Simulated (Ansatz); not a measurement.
# H2NZr: the cost of one run

Method: def2-SVP, all electrons in the functionals, frozen cores in the correlation of double hybrids and RPA; program: Ansatz 0.2.0, Gaussian basis.

To be run: wB97M-V, B2PLYP, RPA-PBE, at charge 0, doublet; charge 0, quartet; charge 1, singlet; charge 1, triplet; displaced geometry v1; displaced geometry v2.

22 further runs of the same task are left out: 5 for a known fault of the program, 4 that didn't finish, 13 set aside as unsound or not needed. Runs told in other sessions of the task aren't counted.

## Step 1: The geometry

The geometry is a PBE0/def2-TZVP stationary point (not a proven minimum). No spin-orbit coupling is included. Elements past krypton take def2 core potentials.

4 atoms, charge 0, spin multiplicity 2.

Atoms are counted from 1 here; the program's logs count them from 0.

Bond lengths: Zr1–N2 1.979 Å, N2–H3 1.014 Å, N2–H4 1.014 Å. Angles: Zr1–N2–H3 125.0°, Zr1–N2–H4 125.0°, H3–N2–H4 110.1°.

No dispersion term is added; wB97M-V holds VV10 nonlocal correlation.

The geometry shown and the zero of energy belong to the point charge 0, doublet. The yardstick, UCCSD(T), and other wave-function levels (R restricted, U unrestricted, valence and pair active spaces) come from earlier runs.

## Step 2: wB97M-V, charge 0, doublet

The input, in.yaml:

```yaml
crystal:
  periodic: [false, false, false]
  atoms:
    - {symbol: Zr, position_ang: [-0.000357, 0.000000, 0.306596]}
    - {symbol: N, position_ang: [0.003977, -0.000001, -1.672521]}
    - {symbol: H, position_ang: [-0.011471, 0.830703, -2.253332]}
    - {symbol: H, position_ang: [-0.011471, -0.830705, -2.253331]}
basis:
  gaussian: {orbitals: def2-SVP}
magnetization: {spin_polarized: true, initial_magnetization: 1}
hamiltonian: {xc: {name: wB97M-V}}
output: {forces: true, orbitals: {seedname: orbitals}}
```

Command:

```
ansatz run in.yaml --threads 1 --pin off --events-out ev --progress --plain --max-ram 2393MiB
```

Q: Estimate wall time and peak memory on 1 thread of Arm Neoverse V1, shared host.

About 3.2 min, with a peak of 0.29 GiB.
